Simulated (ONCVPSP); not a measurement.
# An ONCV potential for germanium, from input to tests

Task: generate the file, and judge it by its errors in other configurations, its logarithmic derivatives, its ghosts and its cutoff.

The numbers are computed with ONCVPSP 4.0.1.1 (patched build) (PBE, scalar-relativistic, spin-unpolarised reference atom).

## (1) Settings

Typed settings, in words:

| Quantity | Value |
| --- | --- |
| element | germanium (Ge, Z = 32) |
| type | optimised norm-conserving Vanderbilt (ONCV) |
| frozen core | [Ar] 3d10 |
| valence charge | 4 |
| reference configuration | 4s2 4p2 |
| partial waves | 4s: rc 1.90 bohr, ncon 4, nbas 7, qcut 4.1 1/bohr, 2 projectors, debl 1.3 Ha; 4p: rc 1.80 bohr, ncon 3, nbas 8, qcut 3.8 1/bohr, 2 projectors, debl 0.8 Ha; d scattering state at 0.23 Ha: rc 1.70 bohr, ncon 4, nbas 9, qcut 6 1/bohr, local |
| local potential | the d channel |
| core correction | not asked for |

## (2) Generation

Input file Ge.dat:

```
# ATOM AND REFERENCE CONFIGURATION
# atsym  z   nc   nv     iexc    psfile
  Ge 32.00    6    2        4      upf
#
#   n    l    f
    1    0    2.00
    2    0    2.00
    2    1    6.00
    3    0    2.00
    3    1    6.00
    3    2   10.00
    4    0    2.00
    4    1    2.00
#
# PSEUDOPOTENTIAL AND OPTIMIZATION
# lmax
    2
#
#   l,   rc,      ep,       ncon, nbas, qcut
    0    1.90    0.00    4    7    4.10
    1    1.80    0.00    3    8    3.80
    2    1.70    0.23    4    9    6.00
#
# LOCAL POTENTIAL
# lloc, lpopt,  rc(5),   dvloc0
    2    5    1.70    0.00
#
# VANDERBILT-KLEINMAN-BYLANDER PROJECTORs
# l, nproj, debl
    0    2    1.30
    1    2    0.80
    2    0    1.80
#
# MODEL CORE CHARGE
# icmod, fcfact, rcfact
    0    0.00    0.00
#
# LOG DERIVATIVE ANALYSIS
# epsh1, epsh2, depsh
   -2.00    5.00    0.02
#
# OUTPUT GRID
# rlmax, drl
    6.00    0.01
#
# TEST CONFIGURATIONS
# ncnf
    4
# nvcnf
#   n    l    f
    2
    4    0    2.00
    4    1    1.00
#
    2
    4    0    2.00
    4    1    0.00
#
    2
    4    0    1.00
    4    1    0.00
#
    2
    4    0    0.00
    4    1    4.00
#
```

The run is started by

```bash
$ oncvpsp.x < Ge.dat > Ge.out
```

The output, Ge.out (without the consistency checks and plot data):

```text
ONCVPSP  (Optimized Norm-Conservinng Vanderbilt PSeudopotential)
scalar-relativistic version 4.0.1.1, modified

#   n    l    f        energy (Ha)
    1    0    2.00    -4.0281571E+02
    2    0    2.00    -5.0412488E+01
    2    1    6.00    -4.4051811E+01
    3    0    2.00    -6.1919266E+00
    3    1    6.00    -4.2489733E+00
    3    2   10.00    -1.0771536E+00
    4    0    2.00    -4.3112376E-01
    4    1    2.00    -1.4315416E-01

Reference configufation results
  iterations    25
  all-electron total energy (Ha)   -2.09883316D+03

Begin loop to  construct optimized pseudo wave functions
and semi-local pseudopoentials for all angular momenta

   Wellstate for l =  0  n =  5
     eigenvalue =   0.8689
     asymptotic potential =   1.3689
     half-point radius =  3.3355

Calculating optimized projector #   1

 for l=   0

    Fraction of norm inside rc  0.450491
    Optimizing pswf for qcut=   4.10 a_B^-1,  ecut=   8.42 Ha
    Residual kinetic energy error=  6.86D-04 Ha

    Energy error per electron        Cutoff
         Ha          eV             Ha
         0.01000     0.27211        5.39
         0.00100     0.02721        7.97
         0.00010     0.00272       25.86
         0.00001     0.00027       33.59

Calculating optimized projector #   2

 for l=   0

    Fraction of norm inside rc  0.211116
    Optimizing pswf for qcut=   4.10 a_B^-1,  ecut=   8.42 Ha
    Residual kinetic energy error=  1.28D-03 Ha

    Energy error per electron        Cutoff
         Ha          eV             Ha
         0.01000     0.27211        6.41
         0.00100     0.02721        8.93
         0.00010     0.00272       19.00
         0.00001     0.00027       34.20

   Wellstate for l =  1  n =  5
     eigenvalue =   0.6568
     asymptotic potential =   1.1568
     half-point radius =  4.5677

Calculating optimized projector #   1

 for l=   1

    Fraction of norm inside rc  0.180211
    Optimizing pswf for qcut=   3.80 a_B^-1,  ecut=   7.22 Ha
    Residual kinetic energy error=  4.20D-04 Ha

    Energy error per electron        Cutoff
         Ha          eV             Ha
         0.01000     0.27211        1.82
         0.00100     0.02721        5.49
         0.00010     0.00272       19.91
         0.00001     0.00027       67.88

Calculating optimized projector #   2

 for l=   1

    Fraction of norm inside rc  0.167739
    Optimizing pswf for qcut=   3.80 a_B^-1,  ecut=   7.22 Ha
    Residual kinetic energy error=  9.89D-04 Ha

    Energy error per electron        Cutoff
         Ha          eV             Ha
         0.01000     0.27211        2.66
         0.00100     0.02721        7.21
         0.00010     0.00272       54.21
         0.00001     0.00027      113.05

   Wellstate for l =  2  n =  4
     eigenvalue =   0.2300
     asymptotic potential =   0.7300
     half-point radius =  6.2179

Calculating optimized projector #   1

 for l=   2

    Fraction of norm inside rc  0.033077
    Optimizing pswf for qcut=   6.00 a_B^-1,  ecut=  18.00 Ha
    Residual kinetic energy error=  1.66D-03 Ha

    Energy error per electron        Cutoff
         Ha          eV             Ha
         0.01000     0.27211       12.84
         0.00100     0.02721       25.05
         0.00010     0.00272      100.00
         0.00001     0.00027      125.83

Construct Vanderbilt / Kleinmman-Bylander projectors

B matrix Hermiticity error, ll=   0
   1   2    9.0475E-05

  Orthonormal projector coefficients  9.0384E+00 -3.5732E+00

B matrix Hermiticity error, ll=   1
   1   2    3.0123E-05

  Orthonormal projector coefficients  5.5406E+00 -4.6716E+00

Pseudoatom total energy   -3.773104

Diagnostic tests using Vanderbilt-Kleinman-Bylander pseudopotentials
  1 or more projectors used as specified by nproj input data

   l    rcore       rmatch      e in        delta e   norm test  slope test

   0   1.9083862   1.9663290  -0.4311238  -0.0000023   1.0000369   1.0000506
   0   1.9083862   1.9663290   0.8688762  -0.0000003   1.0001535   1.0001535

   1   1.8083582   1.8632638  -0.1431542   0.0000277   1.0000842   0.9996253
   1   1.8083582   1.8632638   0.6568458   0.0002770   1.0000546   1.0000546

   2   1.7033529   1.7550704   0.2300000   0.0000051   1.0000021   1.0000021

 Testing for bound ghosts
   n   l    E NL Schr. Eq   E Basis Diag.   E Cutoff

       0                       -3.931568     51.35  WARNING - GHOST(-)
   1   0       -0.431126       -0.421960     51.35

   2   1       -0.143126       -0.117306     91.82

 Testing for highly-localized positive-energy ghosts
       l    <radius>/rc     E Basis Diag.   E Cutoff

       1        0.927491        4.286346     91.82  WARNING - GHOST(+)

Test configuration 0

   n   l     f        eae           eps        diff
   1   0  2.0000 -402.81570560
   2   0  2.0000  -50.41248757
   2   1  6.0000  -44.05181077
   3   0  2.0000   -6.19192659
   3   1  6.0000   -4.24897334
   3   2 10.0000   -1.07715362
   4   0  2.0000   -0.43112376   -0.43112603   -2.27D-06
   4   1  2.0000   -0.14315416   -0.14312648    2.77D-05

    Total energies and differences
      AE_ref= -2.09883316D+03  AE_tst= -2.09883316D+03  dif=  0.00D+00
      PS_ref= -3.77310364D+00  PS_tst= -3.77310364D+00  dif=  8.88D-16
      PSP excitation error= -8.88D-16

Test configuration 1

   n   l     f        eae           eps        diff
   1   0  2.0000 -403.15060002
   2   0  2.0000  -50.74465659
   2   1  6.0000  -44.38432619
   3   0  2.0000   -6.52362329
   3   1  6.0000   -4.58069972
   3   2 10.0000   -1.40818962
   4   0  2.0000   -0.72980429   -0.73040431   -6.00D-04
   4   1  1.0000   -0.41315242   -0.41336516   -2.13D-04

    Total energies and differences
      AE_ref= -2.09883316D+03  AE_tst= -2.09855959D+03  dif=  2.74D-01
      PS_ref= -3.77310364D+00  PS_tst= -3.49943298D+00  dif=  2.74D-01
      PSP excitation error= -1.01D-04

Test configuration 2

   n   l     f        eae           eps        diff
   1   0  2.0000 -403.55957955
   2   0  2.0000  -51.14734444
   2   1  6.0000  -44.78776752
   3   0  2.0000   -6.92516083
   3   1  6.0000   -4.98220147
   3   2 10.0000   -1.80786425
   4   0  2.0000   -1.07491036   -1.07564864   -7.38D-04

    Total energies and differences
      AE_ref= -2.09883316D+03  AE_tst= -2.09799220D+03  dif=  8.41D-01
      PS_ref= -3.77310364D+00  PS_tst= -2.93180670D+00  dif=  8.41D-01
      PSP excitation error= -3.44D-04

Test configuration 3

   n   l     f        eae           eps        diff
   1   0  2.0000 -404.08879965
   2   0  2.0000  -51.66384468
   2   1  6.0000  -45.30535013
   3   0  2.0000   -7.44173834
   3   1  6.0000   -5.49827965
   3   2 10.0000   -2.31871468
   4   0  1.0000   -1.48670540   -1.47602596    1.07D-02

    Total energies and differences
      AE_ref= -2.09883316D+03  AE_tst= -2.09671363D+03  dif=  2.12D+00
      PS_ref= -3.77310364D+00  PS_tst= -1.65609683D+00  dif=  2.12D+00
      PSP excitation error=  2.52D-03

Test configuration 4

   n   l     f        eae           eps        diff
   1   0  2.0000 -402.94436209
   2   0  2.0000  -50.53585228
   2   1  6.0000  -44.17516320
   3   0  2.0000   -6.31937555
   3   1  6.0000   -4.37602391
   3   2 10.0000   -1.20052774
   4   1  4.0000   -0.19132028   -0.19122305    9.72D-05

    Total energies and differences
      AE_ref= -2.09883316D+03  AE_tst= -2.09823798D+03  dif=  5.95D-01
      PS_ref= -3.77310364D+00  PS_tst= -3.17956628D+00  dif=  5.94D-01
      PSP excitation error=  1.64D-03
```

Run time: 4.1 s. Hardware: 1 thread of Neoverse-N1, shared host.

All-electron and pseudo partial waves u(r) = r·R(r), from the program's wave files:

| r (bohr) | 4s AE | 4s PS | 4p AE | 4p PS |
| --- | --- | --- | --- | --- |
| 0.095 | 0.1405 | 0.0108 | 0.1446 | 0.0025 |
| 0.190 | 0.1556 | 0.0249 | 0.0623 | 0.0102 |
| 0.285 | -0.0994 | 0.0449 | -0.1050 | 0.0234 |
| 0.380 | -0.2934 | 0.0726 | -0.2160 | 0.0419 |
| 0.475 | -0.3468 | 0.1086 | -0.2466 | 0.0653 |
| 0.570 | -0.2875 | 0.1529 | -0.2151 | 0.0932 |
| 0.665 | -0.1635 | 0.2047 | -0.1462 | 0.1249 |
| 0.760 | -0.0128 | 0.2632 | -0.0592 | 0.1604 |
| 0.855 | 0.1403 | 0.3269 | 0.0334 | 0.1995 |
| 0.950 | 0.2819 | 0.3944 | 0.1242 | 0.2416 |
| 1.045 | 0.4055 | 0.4635 | 0.2088 | 0.2855 |
| 1.140 | 0.5084 | 0.5314 | 0.2851 | 0.3297 |
| 1.235 | 0.5909 | 0.5948 | 0.3525 | 0.3733 |
| 1.330 | 0.6542 | 0.6505 | 0.4108 | 0.4161 |
| 1.425 | 0.7004 | 0.6956 | 0.4604 | 0.4578 |
| 1.520 | 0.7316 | 0.7283 | 0.5018 | 0.4975 |
| 1.615 | 0.7501 | 0.7486 | 0.5358 | 0.5333 |
| 1.710 | 0.7578 | 0.7574 | 0.5631 | 0.5625 |
| 1.805 | 0.7565 | 0.7565 | 0.5843 | 0.5842 |
| 1.900 | 0.7479 | 0.7479 | 0.6000 | 0.5999 |
| 1.995 | 0.7333 | 0.7333 | 0.6108 | 0.6107 |
| 2.090 | 0.7140 | 0.7140 | 0.6173 | 0.6172 |
| 2.185 | 0.6912 | 0.6911 | 0.6200 | 0.6200 |
| 2.280 | 0.6656 | 0.6655 | 0.6194 | 0.6194 |
| 2.375 | 0.6381 | 0.6380 | 0.6160 | 0.6160 |
| 2.470 | 0.6093 | 0.6093 | 0.6102 | 0.6101 |

## (3) Transferability, from the output's test configurations

The tests as a table, with energies relative to 4s2 4p2.

| valence configuration | charge | ΔE all-electron (eV) | error AE − PS (meV) |
| --- | --- | --- | --- |
| 4s2 4p1 | +1 | 7.444 | -2.7 |
| 4s2 4p0 | +2 | 22.883 | -9.4 |
| 4s1 4p0 | +3 | 57.675 | +69 |
| 4s0 4p4 | 0 | 16.196 | +45 |

## (4) Does it scatter like the atom?

Taken from the files of the generation run. The phase is arctan(r·R′/R) of the radial function R, unwrapped, with energies in Ha. A pole is an energy at which the radial function vanishes at the test radius. The pseudo phase is shifted by a multiple of π to meet the all-electron one at the reference energy. Levels narrower than the energy grid can be missing from the poles. The last column is the largest difference on the grid between −0.5 and +0.5 Ha.

| channel | radius (bohr) | reference (Ha) | poles AE | poles PS | window around the reference with phases within 0.05 rad (Ha) | largest difference near zero (rad) |
| --- | --- | --- | --- | --- | --- | --- |
| s | 1.93 | -0.43 | 1.24 | 1.24 | below 3.8 | 0.000 |
| p | 1.83 | -0.14 | 2.50 | 2.44, 4.91 | below 3.3 | 0.000 |
| d | 1.72 | 0.23 | -0.95, 4.50 | 1.79 | -0.3 to 0.5 | 0.067 |

Phases (rad) along the scan:

| E (Ha) | d AE | d PS | s AE | s PS |
| --- | --- | --- | --- | --- |
| -1.98 | 1.117 | -1.855 | 1.039 | 1.038 |
| -1.62 | 0.958 | -1.876 | 0.872 | 0.872 |
| -1.26 | -0.063 | -1.903 | 0.539 | 0.538 |
| -0.90 | -1.640 | -1.938 | -0.121 | -0.121 |
| -0.54 | -1.878 | -1.988 | -0.805 | -0.805 |
| -0.18 | -2.028 | -2.065 | -1.161 | -1.161 |
| 0.18 | -2.204 | -2.205 | -1.339 | -1.339 |
| 0.54 | -2.477 | -2.540 | -1.445 | -1.445 |
| 0.90 | -2.936 | -3.492 | -1.518 | -1.518 |
| 1.26 | -3.529 | -4.339 | -1.574 | -1.574 |
| 1.62 | -3.976 | -4.635 | -1.623 | -1.623 |
| 1.98 | -4.232 | -4.776 | -1.671 | -1.671 |
| 2.34 | -4.383 | -4.870 | -1.724 | -1.724 |
| 2.70 | -4.481 | -4.949 | -1.788 | -1.790 |
| 3.06 | -4.549 | -5.029 | -1.879 | -1.884 |
| 3.42 | -4.602 | -5.122 | -2.029 | -2.044 |
| 3.78 | -4.644 | -5.246 | -2.338 | -2.391 |
| 4.14 | -4.680 | -5.427 | -3.040 | -3.187 |
| 4.50 | -4.712 | -5.713 | -3.834 | -3.947 |
| 4.86 | -4.743 | -6.150 | -4.205 | -4.269 |

## (5) Plane-wave cutoff and ghosts

Read off the output, the cutoffs (Ha) at which the residual kinetic energy of the hardest occupied pseudo-wave falls to 1 and 0.1 mHa per electron: 8.0 Ha and 26 Ha.

The program's own ghost test: GHOST(-) flagged for s at -107.0 eV; GHOST(+) flagged for p at 116.6 eV.

Cutoff (Ha) at which the first wave of each channel reaches a given error (Ha per electron):

| error | s | p | d |
| --- | --- | --- | --- |
| 1.0e-02 | 5.4 | 1.8 | 12.8 |
| 3.2e-03 | 6.7 | 2.6 | 16.1 |
| 1.0e-03 | 8.0 | 5.5 | 25.0 |
| 3.2e-04 | 13.1 | 7.8 | 69.9 |
| 1.0e-04 | 25.9 | 19.9 | 100.0 |
| 3.2e-05 | 30.5 | 56.6 | 108.0 |
| 1.0e-05 | 33.6 | 67.9 | 125.8 |

## (6) Outcome

| quantity | value |
| --- | --- |
| cutoffs for 1 and 0.1 mHa per electron, occupied waves | 8.0 Ha and 26 Ha |
| bound ghosts | s at -106.98 eV |
| GHOST(+) flags | p at 117 eV |
| largest test error (AE − PS) | +69 meV, for 4s1 4p0 |
| largest phase difference near zero energy, channels read | 0.067 rad |

It has a bound ghost (s), a state that the atom doesn't have, and that rules the file out. The worst unpolarised test, 4s1 4p0, is off by 69 meV on 57.7 eV; by total energies transferability rates as fair. That test lies far up in energy; among those under 40 eV, nearer to bonding, the largest error is 45 meV. By its cutoff, 8.0 Ha for the looser tolerance, it is soft on the atom at that tolerance. The tighter tolerance needs 26 Ha, and converged work needs a cutoff nearer that. At the looser tolerance the 4s wave is the slowest; 4p needs 5 Ha. That counts occupied waves only; other projectors can need more. Near zero energy the largest phase difference among the channels read is 0.07 rad, in the d channel. The program also flags highly localised states, GHOST(+) (p).
